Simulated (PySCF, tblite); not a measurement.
# C2H6GeN radical: geometry, infrared bands and EPR parameters

Wanted: the infrared bands and EPR parameters of C2H6GeN radical (`C/N=[C]\[GeH3]`), by calculation.

The runs use tblite 0.8.0 and PySCF 2.14.0, with density-fitted response routines of our own; the level of theory stands in each step. All values are computed, except where a source is named. Atoms are numbered from 0 throughout.

**1. The starting structure**

10 atoms, charge 0, multiplicity 2; geometry from: force field or distance geometry start.

Bonds of the start (Å): C0–N1 1.44, N1–C2 1.29, C2–Ge3 1.91, C0–H4 1.13, C0–H5 1.13, C0–H6 1.10, Ge3–H7 1.56, Ge3–H8 1.53, Ge3–H9 1.53.

**2. Optimising the geometry with GFN2-xTB**

Job settings and geometry (Å):

```
{"job": {"kind": "relax", "xc": "GFN2-xTB", "basis": "xTB"}, "charge": 0, "multiplicity": 2}
C     -1.362300    -0.068500     0.235300
N     -1.031900    -0.860500    -0.914900
C      0.219900    -0.914000    -1.232000
Ge     1.391500     0.120300    -0.136200
H     -2.434300    -0.307900     0.478600
H     -1.358700     1.037700     0.009200
H     -0.683300    -0.229500     1.079900
H      1.759200    -0.578800     1.205200
H      0.810000     1.502500     0.170400
H      2.698600     0.303400    -0.918000
```

Launch:

```console
> OMP_NUM_THREADS=1 python probes_run.py task.json out
```

One launch serves the whole session: the jobs run in the order shown.

**Question.** This job is followed by: GFN2-xTB harmonic vibrations, gas phase; UKS B3LYP, def2-TZVP-core on Ge, pcH-1 on C H N, non-relativistic, mean-field spin-orbit, GIAO. Predict these results of the whole session: strongest single infrared mode (GFN2-xTB); zero-point energy (GFN2-xTB); g(iso) (B3LYP); ⟨S²⟩; largest a(iso) (averaged by class); surface potential, 1st and 99th percentile.

The runs gave:

```
                                 quantity                  value
strongest single infrared mode (GFN2-xTB)  2081 cm⁻¹, 462 km/mol
             zero-point energy (GFN2-xTB)          41.5 kcal/mol
                           g(iso) (B3LYP)                2.00190
                                     ⟨S²⟩     0.754 (exact 0.75)
       largest a(iso) (averaged by class)   13C on C2, 385.7 MHz
    surface potential, 1st and 99th percentile     -1.23 V and 1.02 V
```

Relaxing lowered the energy by 1.025 eV in 111 steps; the close pair that moved most is N1–C2, from 1.292 to 1.208 Å. All 24 modes are real, so the xTB geometry is a minimum. The strongest single mode, at 2081 cm⁻¹, moves mainly H7 and H9. GFN2-xTB is a fitted tight-binding method: band positions and strengths are rough. Its intensities can rank the bands wrongly. The largest share of the spin, 0.57 e, sits on C2. The isotropic g lies 0.4 ppt below the free-electron value. The hyperfine terms hold no scalar relativity, which the heavier nuclei need.
